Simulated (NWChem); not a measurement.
# CH3BClFSe (SMILES C[Se]B(F)Cl): levels of theory compared

Aim: a comparison of 4 runs (HF/STO-3G, HF/3-21G, B3LYP/6-31G*) of CH3BClFSe. 

The calculation is run with NWChem 7.3.0.

## 1. The structure to begin with

CH3BClFSe: 8 atoms, total charge 0, spin state singlet. SMILES: `C[Se]B(F)Cl`. The coordinates come from a PBE0-D4/def2-TZVP relaxation. This is one conformer, not always the lowest.

Bond lengths: C1–Se2 1.948 Å, Se2–B3 1.926 Å, B3–F4 1.319 Å, B3–Cl5 1.754 Å, C1–H6 1.088 Å, C1–H7 1.087 Å, C1–H8 1.087 Å. Angles: C1–Se2–B3 100.4°, Se2–B3–F4 118.0°, Se2–B3–Cl5 123.8°, F4–B3–Cl5 118.2°, Se2–C1–H6 106.2°, Se2–C1–H7 109.9°, Se2–C1–H8 109.9°, H6–C1–H7 110.1°, H6–C1–H8 110.1°, H7–C1–H8 110.6°.

## 2. Energy and gradient at HF/STO-3G (run 1)

Input file ch3bclfse.nw:

```
START ch3bclfse
TITLE "CH3BClFSe hf"
memory stack 880 mb heap 220 mb global 1100 mb
GEOMETRY units atomic noautosym nocenter noautoz
  C   -1.58831481   1.64368378  -1.00325560
  Se  -1.25893554  -0.24509748   2.13916997
  B    1.82037318  -2.07208470   1.48608062
  F    2.67093890  -3.60635334   3.25769887
  Cl   3.55514176  -1.81224735  -1.32583185
  H   -3.30758764   2.75843322  -0.82543237
  H    0.03269226   2.88107645  -1.24797513
  H   -1.75007536   0.34468605  -2.58571226
END
BASIS spherical bse
  * library STO-3G
END
SCF
  nopen 0
  rhf
  thresh 1e-08
  maxiter 80
END
TASK scf gradient
```

The run is started by

```bash
$ nwchem ch3bclfse.nw > ch3bclfse.out
```

Log:

```text
[...]
  functions       =    45
[...]
  wavefunction    = RHF
[...]
         Total SCF energy =  -2989.841911192934
      One-electron energy =  -4978.848072883391
      Two-electron energy =   1587.596132784983
 Nuclear repulsion energy =    401.410028905474
        Time for solution =      6.4s
[...]
                         RHF ENERGY GRADIENTS
    atom               coordinates                        gradient
                 x          y          z           x          y          z
   1 C      -1.588315   1.643684  -1.003256    0.002271   0.004537  -0.011901
   2 Se     -1.258936  -0.245097   2.139170   -0.003073  -0.001526   0.007026
   3 B       1.820373  -2.072085   1.486081    0.011699   0.016704  -0.047316
   4 F       2.670939  -3.606353   3.257699    0.004957  -0.014193   0.020276
   5 Cl      3.555142  -1.812247  -1.325832   -0.014526  -0.002054   0.023318
   6 H      -3.307588   2.758433  -0.825432   -0.004178   0.000443   0.004741
   7 H       0.032692   2.881076  -1.247975    0.003118   0.000429   0.003166
   8 H      -1.750075   0.344686  -2.585712   -0.000268  -0.004340   0.000691
[...]
```

Wall time 11 s (1 thread of Intel Xeon Platinum 8259CL at 2.50GHz (Skylake/Cascade Lake), shared host); peak memory 0.098 GiB.

## 3. Energy and forces at HF/3-21G (run 2)

Input file ch3bclfse.nw:

```
start ch3bclfse
memory stack 880 mb heap 220 mb global 1100 mb

geometry units angstrom noautosym nocenter noautoz
C       -0.840500       0.869800      -0.530900
Se      -0.666200      -0.129700       1.132000
B        0.963300      -1.096500       0.786400
F        1.413400      -1.908400       1.723900
Cl       1.881300      -0.959000      -0.701600
H       -1.750300       1.459700      -0.436800
H        0.017300       1.524600      -0.660400
H       -0.926100       0.182400      -1.368300
end

basis "ao basis" spherical bse
* library 3-21G
end

scf
thresh 1e-08
maxiter 80
noprint "final vectors analysis"
end

task scf gradient
```

The run is started by

```bash
$ nwchem ch3bclfse.nw > ch3bclfse.out
```

Log:

```text
[...]
  functions       =    68
[...]
  wavefunction    = RHF
[...]
         Total SCF energy =  -3008.745378972836
      One-electron energy =  -4987.928816704765
      Two-electron energy =   1577.773380016070
 Nuclear repulsion energy =    401.410057715859
        Time for solution =      6.7s
[...]
                         RHF ENERGY GRADIENTS
    atom               coordinates                        gradient
                 x          y          z           x          y          z
   1 C      -1.588315   1.643684  -1.003256    0.002294  -0.008331   0.012531
   2 Se     -1.258935  -0.245097   2.139170    0.004694   0.003354  -0.012622
   3 B       1.820373  -2.072085   1.486081    0.013448  -0.010651   0.002208
   4 F       2.670939  -3.606353   3.257699   -0.009103   0.015834  -0.017855
   5 Cl      3.555142  -1.812247  -1.325832   -0.011291  -0.000771   0.016560
   6 H      -3.307587   2.758433  -0.825432   -0.006211   0.003184   0.002250
   7 H       0.032692   2.881076  -1.247975    0.006384   0.003369   0.000915
   8 H      -1.750075   0.344686  -2.585712   -0.000215  -0.005989  -0.003987
[...]
```

Run time: 12 s. Hardware: 1 thread of Intel Xeon Platinum 8259CL at 2.50GHz (Skylake/Cascade Lake), shared host; peak memory 0.099 GiB.

Run 3 isn't shown in full; the table further down has it.

## 4. Energy and gradient at B3LYP/6-31G(d) (spherical functions) (run 4)

Input file struct.nw:

```
start struct
title "CH3BClFSe"
memory 2200 mb

geometry units angstrom noautosym nocenter noautoz
  C     -0.840500     0.869800    -0.530900
  Se    -0.666200    -0.129700     1.132000
  B      0.963300    -1.096500     0.786400
  F      1.413400    -1.908400     1.723900
  Cl     1.881300    -0.959000    -0.701600
  H     -1.750300     1.459700    -0.436800
  H      0.017300     1.524600    -0.660400
  H     -0.926100     0.182400    -1.368300
end

basis spherical bse
  C library 6-31G*
  Se library 6-31G*
  B library 6-31G*
  F library 6-31G*
  Cl library 6-31G*
  H library 6-31G*
end

dft
  xc b3lyp
  grid fine
  convergence energy 1e-08
  iterations 100
  mulliken
  print low
end

task dft gradient
```

The run is started by

```bash
$ nwchem struct.nw > struct.out
```

Log:

```text
[...]
 d= 0,ls=0.0,diis     1  -3026.1115732707 -3.43D+03  1.25D-02  7.86D-01     5.5
[...]
 d= 0,ls=0.0,diis    10  -3026.2086010580 -2.38D-09  2.97D-07  4.50D-10    39.9
         Total DFT energy =    -3026.208601057983
      One electron energy =    -5004.343325975166
           Coulomb energy =     1713.351668002261
    Exchange-Corr. energy =     -136.627000800936
 Nuclear repulsion energy =      401.410057715859
[...]
                         DFT ENERGY GRADIENTS
    atom               coordinates                        gradient
                 x          y          z           x          y          z
   1 C      -1.588315   1.643684  -1.003256    0.001031  -0.003725   0.005491
   2 Se     -1.258935  -0.245097   2.139170    0.004780   0.002231  -0.010605
   3 B       1.820373  -2.072085   1.486081   -0.000063   0.001037  -0.001885
   4 F       2.670939  -3.606353   3.257699   -0.001471   0.003130  -0.003973
   5 Cl      3.555142  -1.812247  -1.325832   -0.005069  -0.000168   0.007096
   6 H      -3.307587   2.758433  -0.825432    0.001526  -0.001341   0.000517
   7 H       0.032692   2.881076  -1.247975   -0.001075  -0.001604   0.001125
   8 H      -1.750075   0.344686  -2.585712    0.000340   0.000441   0.002233
 Task  times  cpu:       66.4s     wall:       66.4s
 Total times  cpu:       66.5s     wall:       66.5s
```

It took 67 s on 1 thread of Intel Xeon Platinum 8259CL at 2.50GHz (Skylake/Cascade Lake), shared host; peak memory 0.13 GiB.

## 5. The series

| run | level | Cartesian functions | iteration cap | energy (Eh) | largest force (eV/Å) | wall time |
| --- | --- | --- | --- | --- | --- | --- |
| 1 | HF/STO-3G | no | 80 | -2989.841911 | 2.649 | 11 s |
| 2 | HF/3-21G | no | 80 | -3008.745379 | 1.313 | 12 s |
| 3 | B3LYP/6-31G* (Cartesian functions) | yes | 100 | -3026.221460 | 0.610 | 68 s |
| 4 | B3LYP/6-31G* (spherical functions) | no | 100 | -3026.208601 | 0.609 | 67 s |

## 6. Outcome

| quantity | value |
| --- | --- |
| run 4: total energy | -3026.20860 Eh |
| run 4: largest force on an atom | 0.609 eV/Å |

**Reading.** In run 1 the basis is minimal, so the values are rough. All runs together took 2.6 min, the longest 68 s.
